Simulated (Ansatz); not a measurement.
**Ba2Tl5V3O12 under changes of volume**

One of the cells (21.121 Å³/atom); the others are scaled copies at fixed shape and fractional positions:

```
Ba V Tl O
1.0
     6.06147    0.00000    0.00000
    -2.48324    5.58450    0.00000
    -2.28447   -2.42817   13.72687
Ba V Tl O
2 3 5 12
Direct
  0.88251 0.01561 0.47320
  0.57886 0.79688 0.88922
  0.26936 0.10580 0.98468
  0.11629 0.55820 0.33914
  0.60807 0.30696 0.66552
  0.48361 0.28991 0.38373
  0.08311 0.07485 0.74869
  0.77279 0.89398 0.17719
  0.29791 0.66599 0.60107
  0.97201 0.46636 0.04740
  0.02458 0.05647 0.04354
  0.16369 0.86975 0.88754
  0.33585 0.37289 0.93818
  0.53308 0.10242 0.04892
  0.42674 0.67762 0.40063
  0.95197 0.64202 0.41211
  0.00696 0.24041 0.32565
  0.08373 0.64865 0.23032
  0.85890 0.33214 0.61652
  0.63673 0.58163 0.72390
  0.56343 0.09920 0.74423
  0.34984 0.20226 0.56862
```

The cell was built by a generator and needn't be a form met in nature.

```yaml
Program: Ansatz 0.2.0
Functional: PBE
Potentials_or_basis: Ansatz PAW
Cutoff: "420 eV (not typed: the program's choice for these potentials)"
k_mesh: 5 × 5 × 2
Occupations: fermi-dirac, width 0.05 eV
Spin: collinear spin, ferromagnetic start
Starting_moments: "[0.0, 0.0, 2.0, 2.0, 2.0, 0.0, 0.0, 0.0, 0.0, 0.0, 0.0, 0.0, 0.0, 0.0, 0.0, 0.0, 0.0, 0.0, 0.0, 0.0, 0.0, 0.0] μB"
```

```csv
volume (Å³/atom),energy over the lowest point (meV/atom),pressure (GPa),gap on the mesh (eV),largest force (eV/Å)
19.854,20.25,5.4,3.01,1.382
20.276,8.68,3.4,3.02,0.888
20.698,2.11,1.6,3.02,0.429
21.121,0.00,0.0,3.02,0.006
21.543,1.92,-1.4,3.02,0.396
21.966,7.47,-2.7,3.01,0.766
22.388,?,?,?,?
```

Problem. What does the run at 22.388 Å³/atom give?

Solution. Energy over the lowest point 16.26 meV/atom; pressure -3.9 GPa; gap on the mesh 3.00 eV; largest force 1.110 eV/Å.

Worked out: A Birch-Murnaghan fit of order 3 (a polynomial in V^(-2/3)) to the other rows has its minimum at 21.12 Å³/atom with B0 = V·E''(V) = 76 GPa and B' = 4.4 at fixed shape and positions, which overstates the stiffness. It gives 16.25 meV/atom at 22.388 Å³/atom, against the run's 16.26, and -dE/dV = -3.9 GPa, against -3.9. A straight line through the other rows of the gap, of slope 0.00186 eV per unit of ln V, extrapolates to 3.02 eV, against the run's 3.00.

Energies are extrapolated to zero smearing.

Caveats: odd divisions of the mesh miss points on the zone boundary, where band edges often lie, so the gap on the mesh can be too wide; spin-orbit coupling is left out, which as a rule narrows the gap of such compounds by several tenths of an eV; the starting moments weren't kept; forces of over 1 eV/Å show positions far from the minimum, so gaps and moduli don't describe the material at rest (some runs).

A mesh can miss the band edges.
